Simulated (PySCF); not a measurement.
**C3H11AlS2: geometry, electronic excitations**

Aim: predict the electronic excitations of C3H11AlS2 (`C[S][AlH2-][S+](C)C`).

Computed with PySCF 2.14.0, with density-fitted response routines of our own, on a single molecule in the gas phase. Atoms count from 0, in the outputs and in this text.

## Step 1: The molecule as given

17 atoms, charge 0, multiplicity 1; geometry from: GFN2-xTB.

Bonds of the start (Å): C0–S1 1.82, S1–Al2 2.22, Al2–S3 2.46, S3–C4 1.82, S3–C5 1.81, C0–H6 1.09, C0–H7 1.09, C0–H8 1.09, Al2–H9 1.55, Al2–H10 1.55, C4–H11 1.09, C4–H12 1.09, C4–H13 1.09, C5–H14 1.09, C5–H15 1.09, C5–H16 1.09.

## Step 2: Optimising the geometry at PBE0-D3(BJ)/def2-SVP

What the job is given:

```
{"job": {"xc": "PBE0", "basis": "def2-SVP", "d3": "d3bj", "grid": 1, "kind": "geom"}, "charge": 0, "multiplicity": 1}
C      2.970686     0.163913    -0.826766
S      1.274686    -0.502755    -0.861166
Al     0.799584     0.416734     1.102893
S     -1.653148     0.383612     1.252298
C     -2.031790     0.891940    -0.450643
C     -1.742554    -1.419367     1.071835
H      3.662135    -0.642466    -0.600463
H      3.056961     0.950083    -0.076464
H      3.185602     0.568484    -1.811235
H      1.011577     1.954358     1.119424
H      1.047412    -0.464371     2.353795
H     -1.834835     1.958229    -0.513670
H     -3.080937     0.694812    -0.648774
H     -1.391514     0.354205    -1.147210
H     -2.724884    -1.683910     0.693068
H     -0.957643    -1.767238     0.398201
H     -1.598336    -1.844232     2.061037
```

**Question.** This job is followed by: TDDFT PBE0/aug-cc-pVDZ, vertical, gas phase, core orbitals frozen in the response; TDDFT PBE0/6-31+G*, vertical, gas phase, core orbitals frozen in the response. What will the session give for the following? point group; rotational constants (main isotopes); lowest singlet (PBE0/aug-cc-pVDZ); brightest single state of those computed; lowest triplet; range of the lowest singlet.

As calculated:

| quantity | value |
| --- | --- |
| point group | C1 |
| rotational constants (main isotopes) | 2.53, 1.09, 1.02 GHz |
| lowest singlet (PBE0/aug-cc-pVDZ) | 5.13 eV (242 nm), f = 0.005 |
| brightest single state of those computed | state 9, 6.23 eV, f = 0.042 |
| lowest triplet | 4.91 eV |
| range of the lowest singlet | 5.13 to 5.20 eV |

What this shows: Over 12 steps the energy fell by 0.312 eV; of the close pairs, Al2–H9 changed most, 1.552 to 1.597 Å. The lowest singlet, at 5.13 eV, is HOMO→LUMO 0.69, HOMO→LUMO+1 0.17 and is weak; of the 10 states computed, the strongest absorption comes from state 9 at 6.23 eV. The lowest triplet lies 0.22 eV below the lowest singlet (triplets in Tamm-Dancoff, singlets in full TDDFT). The lowest singlet runs from 5.13 eV (PBE0/aug-cc-pVDZ) to 5.20 eV (PBE0/6-31+G*), while the orbital gap spans 6.03 to 6.16 eV. The lowest state need not be the same one in every run.
